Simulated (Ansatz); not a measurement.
This script drives Ansatz 0.2.0 through its Python package.

Script `opt.py`:
```python
'''Geometry optimisation of C2H6BN.'''

import ansatz as az
from ase import Atoms
import numpy as np

atoms = Atoms(['C', 'C', 'B', 'N', 'H', 'H', 'H', 'H', 'H', 'H'], positions=[
    (1.3352, 0.4766, 0.4146),
    (0.8061, -0.5518, -0.2539),
    (-0.7414, -0.7061, -0.4953),
    (-1.7445, 0.3174, 0.0229),
    (0.718, 1.2671, 0.83),
    (2.4101, 0.5339, 0.5523),
    (1.4634, -1.3186, -0.6513),
    (-1.1351, -1.6436, -1.0962),
    (-1.4866, 1.2452, -0.382),
    (-1.6251, 0.3799, 1.0589),
])
system = az.Crystal.molecule_from_ase(atoms)

model = (
    system.calculation()
    .basis(gaussian='def2-SVP')
    .functional('pbe0', dispersion='d3bj')
    .accuracy('high')
    .scf(lower_state_search='off')
)
symbols = [site.symbol for site in system.cartesian_sites]
start = np.array([site.position_ang for site in system.cartesian_sites], dtype=float)
def progress(event):
    if event['event'] == 'relax_step':
        row = event['data']
        print(f'step {row["step"]:3d}  E = {row["lagrangian_ev"]:.6f} eV  max force {row["allowed_force_max_ev_ang"]:.4f} eV/A')


rep = model.relax(force_tolerance=0.01, max_steps=100).session().plan().execute(on_event=progress).report
end = np.array(rep['positions_ang'])

for key in ('converged', 'free_energy_ev', 'reference_energy_ev', 'n_frozen', 'n_occupied', 'n_virtual'):
    print(f'{key:22s} {rep[key]}')

print('bond        before    after (A)')
for i, j in [(0, 1), (0, 4), (0, 5), (1, 2), (1, 6), (2, 3), (2, 7), (3, 8), (3, 9)]:
    d0, d1 = (np.linalg.norm(xyz[i] - xyz[j]) for xyz in (start, end))
    print(f'{symbols[i]}{i}-{symbols[j]}{j}'.ljust(10), f'{d0:8.4f} {d1:8.4f}')

charges = rep['charge_distribution']
dipole = np.array(charges['dipole_moment_e_ang']) * 4.803205
print('dipole (D): {:.3f} {:.3f} {:.3f}, length {:.3f}'.format(*dipole, np.linalg.norm(dipole)))
print('atom  Mulliken   Lowdin')
for symbol, m, l in zip(symbols, charges['mulliken_charges_e'], charges['lowdin_charges_e']):
    print(f'{symbol:4s} {m:9.3f} {l:8.3f}')
```

It is started by `python opt.py`. Estimate its wall time and peak memory on 1 thread of Arm Neoverse V2 (shared host).

It took about 2.8 min, with a peak of 0.32 GiB, for 1 run of the engine.

Output of `python opt.py`:
```text
step   1  E = -4328.890217 eV  max force 1.6559 eV/A
step   2  E = -4328.980931 eV  max force 0.6082 eV/A
step   3  E = -4328.997392 eV  max force 0.0634 eV/A
step   4  E = -4328.998265 eV  max force 0.0479 eV/A
step   5  E = -4328.998272 eV  max force 0.0469 eV/A
step   6  E = -4328.998734 eV  max force 0.0456 eV/A
step   7  E = -4329.010981 eV  max force 0.3288 eV/A
step   8  E = -4329.174485 eV  max force 0.8545 eV/A
step   9  E = -4329.370896 eV  max force 2.1002 eV/A
step  10  E = -4329.622293 eV  max force 1.8531 eV/A
step  11  E = -4329.856707 eV  max force 1.9400 eV/A
step  12  E = -4330.052992 eV  max force 0.9077 eV/A
step  13  E = -4330.165843 eV  max force 0.6588 eV/A
step  14  E = -4330.174762 eV  max force 0.7507 eV/A
step  15  E = -4330.176698 eV  max force 0.6315 eV/A
step  16  E = -4330.173644 eV  max force 0.5627 eV/A
step  17  E = -4330.216407 eV  max force 0.1926 eV/A
step  18  E = -4330.207397 eV  max force 0.3787 eV/A
step  19  E = -4330.220214 eV  max force 0.1400 eV/A
step  20  E = -4330.221132 eV  max force 0.0270 eV/A
step  21  E = -4330.221190 eV  max force 0.0330 eV/A
step  22  E = -4330.221214 eV  max force 0.0027 eV/A
converged              True
free_energy_ev         -4330.221216827845
reference_energy_ev    -4330.079450556383
n_frozen               0
n_occupied             [15, 15]
n_virtual              [71, 71]
bond        before    after (A)
C0-C1        1.3358   1.3404
C0-H4        1.0855   1.0971
C0-H5        1.0852   1.0957
C1-B2        1.5738   1.5655
C1-H6        1.0853   1.0982
B2-N3        1.5239   1.3933
B2-H7        1.1811   1.2133
N3-H8        1.0446   1.0127
N3-H9        1.0447   1.0108
dipole (D): -0.933 1.539 0.313, length 1.826
atom  Mulliken   Lowdin
C       -0.106    0.022
C       -0.088   -0.018
B       -0.059   -0.383
N       -0.106    0.320
H        0.039    0.006
H        0.050    0.005
H        0.043    0.029
H       -0.038   -0.026
H        0.129    0.020
H        0.136    0.024
```

Caveats:
- The settings weren't tested for convergence.
- The end point is the stationary point reached from this start; no frequency run checks that it is a minimum, and the basis set is modest.
- The Löwdin charges here are taken after orthogonalising the functions within each atom; they differ from plain Löwdin charges, and their signs can be unphysical.
- Total less reference energy is the dispersion correction.

(Lines on the test bed's own set-up are left out of the output.)
